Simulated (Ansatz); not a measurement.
# Nudged elastic band run: Si, charge +1

input.yaml

```yaml
crystal:
  lattice:
    - [10.86, 0.0, 0.0]
    - [0.0, 10.86, 0.0]
    - [0.0, 0.0, 10.86]
  atoms:
    - { symbol: Si, position: [0.50181554, -0.00157012, 0.00163838] }
    - { symbol: Si, position: [0.62526493, 0.12555338, 0.12510552] }
    - { symbol: Si, position: [0.75049822, 0.25031171, -0.00019033] }
    - { symbol: Si, position: [0.87399027, 0.37612986, 0.12430335] }
    - { symbol: Si, position: [0.74677921, -0.00244458, 0.24982793] }
    - { symbol: Si, position: [0.87350299, 0.1247822, 0.37489674] }
    - { symbol: Si, position: [-0.00098964, -0.00043386, 0.00071212] }
    - { symbol: Si, position: [0.12589399, 0.12367947, 0.12374465] }
    - { symbol: Si, position: [0.24986986, 0.25031556, -2.719e-05] }
    - { symbol: Si, position: [0.37532198, 0.37500624, 0.12433545] }
    - { symbol: Si, position: [0.49961656, 0.50036709, -0.0006594] }
    - { symbol: Si, position: [0.61780717, 0.62822767, 0.12709627], spin: 0.13 }
    - { symbol: Si, position: [0.74756334, 0.75015952, 0.00183997] }
    - { symbol: Si, position: [0.87349371, 0.87439404, 0.12576179] }
    - { symbol: Si, position: [0.25315731, -0.00199579, 0.25179402] }
    - { symbol: Si, position: [0.37516989, 0.12650161, 0.37510893] }
    - { symbol: Si, position: [0.50015879, 0.2505651, 0.24956286] }
    - { symbol: Si, position: [0.62532064, 0.37556268, 0.37397961] }
    - { symbol: Si, position: [0.74745151, 0.50285451, 0.24915509] }
    - { symbol: Si, position: [0.8734741, 0.62661143, 0.37342827] }
    - { symbol: Si, position: [0.49929594, 0.00041791, 0.49957875] }
    - { symbol: Si, position: [0.62618343, 0.12512591, 0.62429035] }
    - { symbol: Si, position: [0.75037257, 0.2507994, 0.49945818] }
    - { symbol: Si, position: [0.87510314, 0.37557102, 0.62473555] }
    - { symbol: Si, position: [0.75042604, 0.0002648, 0.74986069] }
    - { symbol: Si, position: [0.87505494, 0.12551081, 0.87471373] }
    - { symbol: Si, position: [-0.00059728, 0.50059462, -0.00034162] }
    - { symbol: Si, position: [0.1244194, 0.62548812, 0.1245959] }
    - { symbol: Si, position: [0.25327312, 0.74846726, 0.00220135] }
    - { symbol: Si, position: [0.37843218, 0.87216974, 0.12830828] }
    - { symbol: Si, position: [0.00124043, 0.25032344, 0.24949845] }
    - { symbol: Si, position: [0.12566997, 0.37744021, 0.37549852] }
    - { symbol: Si, position: [0.25333987, 0.50331854, 0.2478208] }
    - { symbol: Si, position: [0.37860372, 0.62930004, 0.37178314] }
    - { symbol: Si, position: [0.61634956, 0.8718496, 0.37133944], spin: 0.11 }
    - { symbol: Si, position: [-0.0007533, 0.00056464, 0.49951717] }
    - { symbol: Si, position: [0.12433066, 0.12551521, 0.62464811] }
    - { symbol: Si, position: [0.24967403, 0.25102828, 0.49943293] }
    - { symbol: Si, position: [0.37360237, 0.37622198, 0.62394789] }
    - { symbol: Si, position: [0.50209654, 0.50257954, 0.49768405] }
    - { symbol: Si, position: [0.62546282, 0.62598897, 0.62486559] }
    - { symbol: Si, position: [0.74708309, 0.75069168, 0.49696697] }
    - { symbol: Si, position: [0.87377778, 0.87585985, 0.62390844] }
    - { symbol: Si, position: [0.24950845, 0.00032304, 0.75027736] }
    - { symbol: Si, position: [0.37346594, 0.1248967, 0.87538976] }
    - { symbol: Si, position: [0.50138928, 0.25026679, 0.74945691] }
    - { symbol: Si, position: [0.62599416, 0.37546504, 0.87483549] }
    - { symbol: Si, position: [0.7503634, 0.50046568, 0.74960536] }
    - { symbol: Si, position: [0.87389279, 0.62516619, 0.87520206] }
    - { symbol: Si, position: [5.91e-06, 0.75048395, 0.24960606] }
    - { symbol: Si, position: [0.1242551, 0.87554786, 0.37476953] }
    - { symbol: Si, position: [-0.00107118, 0.50153407, 0.49861959] }
    - { symbol: Si, position: [0.12575908, 0.62448193, 0.62288767] }
    - { symbol: Si, position: [0.25300873, 0.75259836, 0.49746185] }
    - { symbol: Si, position: [0.37509755, 0.87607445, 0.62577305] }
    - { symbol: Si, position: [0.00030533, 0.25054168, 0.74973627] }
    - { symbol: Si, position: [0.12443016, 0.3756109, 0.87482264] }
    - { symbol: Si, position: [0.24980791, 0.50062583, 0.7493265] }
    - { symbol: Si, position: [0.37525058, 0.62505602, 0.87386053] }
    - { symbol: Si, position: [0.50015661, 0.75048984, 0.74969276] }
    - { symbol: Si, position: [0.62531392, 0.87493606, 0.874637] }
    - { symbol: Si, position: [0.0012091, 0.75032071, 0.74950403] }
    - { symbol: Si, position: [0.12557927, 0.87628603, 0.87662228] }
magnetization:
  spin_polarized: true
total_charge: 1
basis:
  ecutwfc: 420.0
kpoints:
  mp_grid: { grid: [1, 1, 1] }
hamiltonian:
  xc: pbe
  dispersion: d3bj
  pseudopotentials: { kind: paw, azcp: { folder: soft_1 } }
scf:
  occupations: { method: gaussian, width: 0.02 }
  lower_state_search: "off"
  max_iter: 93
neb:
  images: 3
  f_tol: 0.05
  max_iterations: 8
  order_check: false
  final_atoms:
    - { symbol: Si, position: [0.49278212, -0.00328994, 0.00328994] }
    - { symbol: Si, position: [0.62187103, 0.12159736, 0.12630551] }
    - { symbol: Si, position: [0.74823442, 0.24944012, -0.00078084] }
    - { symbol: Si, position: [0.87610976, 0.37389024, 0.12606942] }
    - { symbol: Si, position: [0.74944654, -0.00105619, 0.24979915] }
    - { symbol: Si, position: [0.87449353, 0.12443071, 0.37455547] }
    - { symbol: Si, position: [-0.00173252, 0.00045579, -0.00045579] }
    - { symbol: Si, position: [0.12659094, 0.12340906, 0.12254067] }
    - { symbol: Si, position: [0.24954421, 0.25173252, -0.00045579] }
    - { symbol: Si, position: [0.37521495, 0.37492598, 0.12521495] }
    - { symbol: Si, position: [0.49979915, 0.50055346, 0.00105619] }
    - { symbol: Si, position: [0.62433474, 0.62566526, 0.12578763] }
    - { symbol: Si, position: [0.74944654, 0.75020085, 0.00105619] }
    - { symbol: Si, position: [0.87507402, 0.87478505, 0.12521495] }
    - { symbol: Si, position: [0.25328994, -0.00328994, 0.24278212] }
    - { symbol: Si, position: [0.37630551, 0.12159736, 0.37187103] }
    - { symbol: Si, position: [0.50019383, 0.250207, 0.25019383] }
    - { symbol: Si, position: [0.62545823, 0.37504444, 0.37545823] }
    - { symbol: Si, position: [0.74991302, 0.50008698, 0.25042878] }
    - { symbol: Si, position: [0.87495556, 0.62454177, 0.37545823] }
    - { symbol: Si, position: [0.49979915, -0.00105619, 0.49944654] }
    - { symbol: Si, position: [0.62455547, 0.12443071, 0.62449353] }
    - { symbol: Si, position: [0.75004639, 0.25016368, 0.50004639] }
    - { symbol: Si, position: [0.87532612, 0.37467388, 0.62532612] }
    - { symbol: Si, position: [0.74823442, 0.00078084, 0.75055988] }
    - { symbol: Si, position: [0.87371553, 0.12517445, 0.87482555] }
    - { symbol: Si, position: [0.00055988, 0.50176558, -0.00078084] }
    - { symbol: Si, position: [0.12840264, 0.62812897, 0.12630551] }
    - { symbol: Si, position: [0.25328994, 0.75721788, 0.00328994] }
    - { symbol: Si, position: [0.4967849, 0.7532151, 0.2467849] }
    - { symbol: Si, position: [0.00131176, 0.24868824, 0.25110099] }
    - { symbol: Si, position: [0.12556929, 0.37550647, 0.37455547] }
    - { symbol: Si, position: [0.25105619, 0.50055346, 0.24979915] }
    - { symbol: Si, position: [0.37578763, 0.62566526, 0.37433474] }
    - { symbol: Si, position: [0.62433474, 0.87421237, 0.37433474] }
    - { symbol: Si, position: [0.00055988, 0.00078084, 0.49823442] }
    - { symbol: Si, position: [0.12482555, 0.12517445, 0.62371553] }
    - { symbol: Si, position: [0.24921916, 0.24944012, 0.49823442] }
    - { symbol: Si, position: [0.37606942, 0.37389024, 0.62610976] }
    - { symbol: Si, position: [0.50042878, 0.50008698, 0.49991302] }
    - { symbol: Si, position: [0.62545823, 0.62454177, 0.62495556] }
    - { symbol: Si, position: [0.74991302, 0.74957122, 0.49991302] }
    - { symbol: Si, position: [0.87610976, 0.87393058, 0.62610976] }
    - { symbol: Si, position: [0.24954421, 0.00045579, 0.74826748] }
    - { symbol: Si, position: [0.37254067, 0.12340906, 0.87659094] }
    - { symbol: Si, position: [0.50110099, 0.24868824, 0.75131176] }
    - { symbol: Si, position: [0.62455547, 0.37550647, 0.87556929] }
    - { symbol: Si, position: [0.75004639, 0.49995361, 0.74983632] }
    - { symbol: Si, position: [0.87449353, 0.62544453, 0.87556929] }
    - { symbol: Si, position: [-0.000207, 0.74980617, 0.25019383] }
    - { symbol: Si, position: [0.12840264, 0.87369449, 0.37187103] }
    - { symbol: Si, position: [-0.00016368, 0.49995361, 0.50004639] }
    - { symbol: Si, position: [0.12556929, 0.62544453, 0.62449353] }
    - { symbol: Si, position: [0.25105619, 0.75020085, 0.49944654] }
    - { symbol: Si, position: [0.37521495, 0.87478505, 0.62507402] }
    - { symbol: Si, position: [-0.00015482, 0.25015482, 0.74984518] }
    - { symbol: Si, position: [0.12482555, 0.37628447, 0.87482555] }
    - { symbol: Si, position: [0.24921916, 0.50176558, 0.75055988] }
    - { symbol: Si, position: [0.37630551, 0.62812897, 0.87840264] }
    - { symbol: Si, position: [0.50019383, 0.74980617, 0.749793] }
    - { symbol: Si, position: [0.62187103, 0.87369449, 0.87840264] }
    - { symbol: Si, position: [0.00131176, 0.74889901, 0.75131176] }
    - { symbol: Si, position: [0.12659094, 0.87745933, 0.87659094] }
```

Launched with:

```bash
$ ansatz run input.yaml --threads 4 --pin off --max-ram 10240MiB --backend cpu --events-out ev --progress --plain --runs-dir out
```

Output, in part (warnings, iteration lines):

```
NEB end point (image 0): max|allowed force component| = 1.033e-2 eV/Å (the criterion of neb.relax_end_points is 1.000e-2)
NEB end point (image 4): max|allowed force component| = 8.670e-3 eV/Å (the criterion of neb.relax_end_points is 1.000e-2)
WARN: dispersion: an atom stands within reach of a switch of its C6 between two reference coordination numbers of its element: through that C6 alone, e_disp changes by 0.025 eV or more while the distances to its neighbours run over a stretch of 0.05 Å that contains this geometry (sites counted from …
NEB iter   1: max|band force component| = 5.408e-1 eV/Å  barrier→ = 0.6848 eV  barrier← = 0.6865 eV  Δτ_max = 0.0921 Å  (86 SCF iters)
NEB iter   2: max|band force component| = 2.888e-1 eV/Å  barrier→ = 0.5365 eV  barrier← = 0.5382 eV  CI = image 2  Δτ_max = 0.2000 Å  (44 SCF iters)
NEB iter   3: max|band force component| = 1.128e0 eV/Å  barrier→ = 0.7818 eV  barrier← = 0.7835 eV  CI = image 2  Δτ_max = 0.0995 Å  (36 SCF iters)
NEB iter   4: max|band force component| = 1.599e-1 eV/Å  barrier→ = 0.4692 eV  barrier← = 0.4709 eV  CI = image 2  Δτ_max = 0.0625 Å  (37 SCF iters)
NEB iter   5: max|band force component| = 8.425e-2 eV/Å  barrier→ = 0.4404 eV  barrier← = 0.4421 eV  CI = image 2  Δτ_max = 0.0431 Å  (34 SCF iters)
NEB iter   6: max|band force component| = 3.420e-2 eV/Å  barrier→ = 0.4343 eV  barrier← = 0.4360 eV  CI = image 2  Δτ_max = 0.0000 Å  (28 SCF iters)
```

It converged. The order of the point at the top wasn't checked. Limits of this set-up: coarse k mesh, a typed lattice constant that wasn't relaxed here, charged cell in a uniform background, uncorrected.

Final band (atoms are numbered from 1 in the order of the input):

| image | path coordinate (Å) | energy (eV) | Si1–Si30 (Å) | Si15–Si30 (Å) | Si29–Si30 (Å) |
| --- | --- | --- | --- | --- | --- |
| 0 | 0.00 | 0.00 | 2.36 | 2.35 | 2.35 |
| 1 | 0.61 | 0.14 | 2.48 | 2.43 | 2.48 |
| 2 | 1.22 | 0.43 | 2.81 | 2.79 | 2.79 |
| 3 | 1.88 | 0.13 | 3.28 | 3.33 | 3.27 |
| 4 | 2.53 | 0.00 | 3.74 | 3.74 | 3.74 |

Run time: 9.4 min on 4 threads of Arm Neoverse V1 (shared host), peak memory 4.4 GiB.
